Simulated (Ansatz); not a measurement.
**C8H11S+: up Jacob's ladder to CCSD(T)**

An exercise on one series of results from a longer session: the logs are not shown, and one member is left open.

The runs use Ansatz 0.2.0, Gaussian basis; functionals in def2-TZVPP, the program's frozen cores in correlated methods.

Plan: LDA (SPW92), PBE-D4, revPBE-D4, BLYP-D4, r2SCAN-D4, B97M-V, PBE0-D4, B3LYP-D4, r2SCANh-D4, r2SCAN0-D4, HSE06-D4, BHLYP-D4, CAM-B3LYP-D4, LC-ωPBE, ωB97X-V, ωB97M-V, B2PLYP, PBE-QIDH; CCSD(T)/def2-SVP; CCSD(T)/def2-TZVPP; MP2/def2-QZVPP; extrapolation to the limit; RPA on PBE.

**The relaxed structure**

An earlier PBE0-D4 in a triple-zeta def2 set relaxation fixed the geometry.

SMILES `C[S+](C)c1ccccc1`, 20 atoms, charge 1, spin multiplicity 1.

Atoms are counted from 1 here; the program's logs count them from 0.

Bond lengths: C1–S2 1.788 Å, C1–H10 1.090 Å, C1–H11 1.089 Å, C1–H12 1.091 Å, S2–C3 1.788 Å, S2–C4 1.761 Å, C3–H13 1.091 Å, C3–H14 1.089 Å, C3–H15 1.090 Å, C4–C5 1.389 Å, C4–C9 1.391 Å, C5–C6 1.386 Å, C5–H16 1.084 Å, C6–C7 1.386 Å, C6–H17 1.083 Å, C7–C8 1.391 Å, C7–H18 1.083 Å, C8–C9 1.382 Å and more. Angles: S2–C1–H10 106.9°, S2–C1–H11 110.9°, S2–C1–H12 107.3°, H10–C1–H11 110.8°, H10–C1–H12 109.8°, H11–C1–H12 111.0°, C1–S2–C3 102.2°, C1–S2–C4 104.9°, C3–S2–C4 104.9°, S2–C3–H13 107.3°, S2–C3–H14 110.8°, S2–C3–H15 106.9°, H13–C3–H14 111.0°, H13–C3–H15 109.8°, H14–C3–H15 110.8°, S2–C4–C5 115.7°, S2–C4–C9 122.2°, C5–C4–C9 122.1° and more.

The first run:

File in.yaml:

```yaml
crystal:
  periodic: [false, false, false]
  atoms:
    - {symbol: C, position_ang: [0.954622, -1.076145, -2.145034]}
    - {symbol: S, position_ang: [1.301137, 0.276407, -1.027876]}
    - {symbol: C, position_ang: [2.545997, -0.427889, 0.045378]}
    - {symbol: C, position_ang: [-0.137695, 0.411861, -0.022290]}
    - {symbol: C, position_ang: [-0.719822, 1.671979, 0.030257]}
    - {symbol: C, position_ang: [-1.856087, 1.847689, 0.804762]}
    - {symbol: C, position_ang: [-2.387770, 0.777168, 1.506212]}
    - {symbol: C, position_ang: [-1.792822, -0.478307, 1.442846]}
    - {symbol: C, position_ang: [-0.659404, -0.671776, 0.675727]}
    - {symbol: H, position_ang: [0.132709, -0.756681, -2.784968]}
    - {symbol: H, position_ang: [0.688512, -1.976169, -1.593190]}
    - {symbol: H, position_ang: [1.849745, -1.237516, -2.746792]}
    - {symbol: H, position_ang: [3.440559, -0.589307, -0.557201]}
    - {symbol: H, position_ang: [2.196960, -1.361742, 0.482968]}
    - {symbol: H, position_ang: [2.751449, 0.310143, 0.820107]}
    - {symbol: H, position_ang: [-0.293757, 2.500575, -0.523346]}
    - {symbol: H, position_ang: [-2.323209, 2.823169, 0.857472]}
    - {symbol: H, position_ang: [-3.275873, 0.918258, 2.110428]}
    - {symbol: H, position_ang: [-2.215051, -1.309364, 1.994211]}
    - {symbol: H, position_ang: [-0.200221, -1.652373, 0.630337]}
basis:
  gaussian: {orbitals: def2-TZVPP}
total_charge: 1
hamiltonian: {xc: lda}
output: {orbitals: {seedname: orbitals}}
```

Steps of the session up to this table: LDA; PBE-D4 (GGA); revPBE-D4 (GGA); BLYP-D4 (GGA); r2SCAN-D4 (meta-GGA); B97M-V (meta-GGA); PBE0-D4 (hybrid); B3LYP-D4 (hybrid); r2SCANh-D4 (hybrid); r2SCAN0-D4 (hybrid); HSE06-D4 (hybrid); BHLYP-D4 (hybrid); CAM-B3LYP-D4 (range-separated); LC-ωPBE-D4 (range-separated; the results give it without D4); ωB97X-V (range-separated); ωB97M-V (range-separated); B2PLYP (double hybrid); PBE-QIDH (double hybrid).

One table of the session follows, with a row left open; its other results are not shown here.

It belongs to the step «Orbital energies across the functionals». Levels, from each run's orbital file:

```
  functional  HOMO (eV)  LUMO (eV)  gap (eV)
 LDA (SPW92)     -10.88      -6.50      4.38
      PBE-D4     -10.67      -6.28      4.39
   revPBE-D4     -10.60      -6.20      4.40
     BLYP-D4          ?          ?         ?
   r2SCAN-D4     -10.84      -6.12      4.72
      B97M-V     -10.78      -6.04      4.74
     PBE0-D4     -11.63      -5.38      6.25
    B3LYP-D4     -11.40      -5.55      5.85
  r2SCANh-D4     -11.20      -5.79      5.42
  r2SCAN0-D4     -11.75      -5.29      6.46
    HSE06-D4     -11.24      -5.75      5.48
    BHLYP-D4     -12.38      -4.31      8.06
CAM-B3LYP-D4     -12.82      -4.28      8.54
     LC-ωPBE     -14.14      -3.28     10.86
     ωB97X-V     -13.78      -3.29     10.49
     ωB97M-V     -13.71      -3.37     10.33
```

Q: Estimate the row for BLYP-D4 from the others.

Worked estimate for «HOMO (eV)». Against the share of exact exchange, B3LYP-D4 (0.2, -11.40), BHLYP-D4 (0.5, -12.38) give a slope of -3.27 per unit share; at 0 the line stands at -10.75.

**Answer.** HOMO (eV): -10.47; LUMO (eV): -6.11; gap (eV): 4.36. In «HOMO (eV)» the line misses by -0.28.
